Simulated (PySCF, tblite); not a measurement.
**C₆H₁₂FN: geometry, infrared bands and NMR shifts**

Wanted: the infrared bands and NMR shifts of C₆H₁₂FN (`FC[C@@H]1CCCNC1`), by calculation.

Programs: tblite 0.8.0 and PySCF 2.14.0, with density-fitted response routines of our own. Each step states its level of theory. These are calculated values for one molecule in the gas phase, unless marked as measured. Atoms are numbered from 0 throughout.

## 1. Starting geometry

20 atoms, charge 0, multiplicity 1; geometry from: force field or distance geometry start.

Bonds of the start (Å): F0–C1 1.39, C1–C2 1.55, C2–C3 1.50, C3–C4 1.51, C4–C5 1.52, C5–N6 1.43, N6–C7 1.44, C7–C2 1.47, C1–H8 1.11, C1–H9 1.09, C2–H10 1.13, C3–H11 1.12, C3–H12 1.09, C4–H13 1.09, C4–H14 1.13, C5–H15 1.10, C5–H16 1.13, N6–H17 1.04, C7–H18 1.12, C7–H19 1.13.

## 2. Geometry optimisation with GFN2-xTB

What the job is given:

```
{"job": {"kind": "relax", "xc": "GFN2-xTB", "basis": "xTB"}, "charge": 0, "multiplicity": 1}
F     -2.681900     1.246600     0.172300
C     -2.051100     0.117800    -0.338500
C     -0.803600    -0.056300     0.572700
C      0.051500     1.171600     0.465900
C      1.099900     0.956700    -0.602200
C      1.881100    -0.250300    -0.114000
N      1.050600    -1.381000    -0.389600
C     -0.151900    -1.359500     0.404700
H     -2.693100    -0.777900    -0.216900
H     -1.727000     0.291000    -1.369000
H     -1.257800    -0.007600     1.606900
H      0.616000     1.267400     1.426500
H     -0.504500     2.089300     0.303700
H      1.721400     1.841400    -0.773700
H      0.550900     0.677800    -1.552200
H      2.899800    -0.307200    -0.515800
H      1.922000    -0.142400     1.007800
H      0.843200    -1.470200    -1.401100
H     -0.870700    -2.060700    -0.088600
H      0.100300    -1.835800     1.398200
```

Launch:

```console
$ OMP_NUM_THREADS=1 python probes_run.py task.json out
```

One launch serves the whole session: the jobs run in the order shown.

**Question.** This job is followed by: GFN2-xTB harmonic vibrations, gas phase; GIAO PBE0/pcSseg-1 NMR shielding, non-relativistic, gas phase. What will the session give for the following? strongest single infrared mode (GFN2-xTB); zero-point energy (GFN2-xTB); 13C shifts against TMS (PBE0/pcSseg-1); 1H shifts against TMS (PBE0/pcSseg-1); 19F shifts against CFCl3 (PBE0/pcSseg-1); 15N shifts against NH3 (PBE0/pcSseg-1).

As calculated:

| quantity | value |
| --- | --- |
| strongest single infrared mode (GFN2-xTB) | 2978 cm⁻¹, 117 km/mol |
| zero-point energy (GFN2-xTB) | 110.6 kcal/mol |
| 13C shifts against TMS (PBE0/pcSseg-1) | 86.7, 52.7, 51.4, 38.2, 27.0, 25.7 ppm |
| 1H shifts against TMS (PBE0/pcSseg-1) | 5.06, 4.63, 3.11, 2.97, 2.95, 2.60, 2.22, 1.60, 1.55, 1.53, 1.29, -0.24 ppm |
| 19F shifts against CFCl3 (PBE0/pcSseg-1) | -256.8 ppm |
| 15N shifts against NH3 (PBE0/pcSseg-1) | 49.4 ppm |

The optimisation took 70 steps and gained 0.842 eV; among the close pairs (by a distance rule), C2–C7 changed most, from 1.467 to 1.541 Å. All 54 modes are real, so the xTB geometry is a minimum. The strongest single mode, at 2978 cm⁻¹, has its largest shares on H14, H12 and H11 (the list is cut at 3 atoms). Unscaled tight-binding wavenumbers are off by several per cent, some by more. Its intensities can rank the bands wrongly. The most deshielded carbon is C1 (sp3 CH2 bonded to F), at 86.7 ppm: deshielded by the electronegative neighbour. At PBE0/pcSseg-1: The largest span, 99 ppm, is at C1, where the paramagnetic term is -144 ppm.
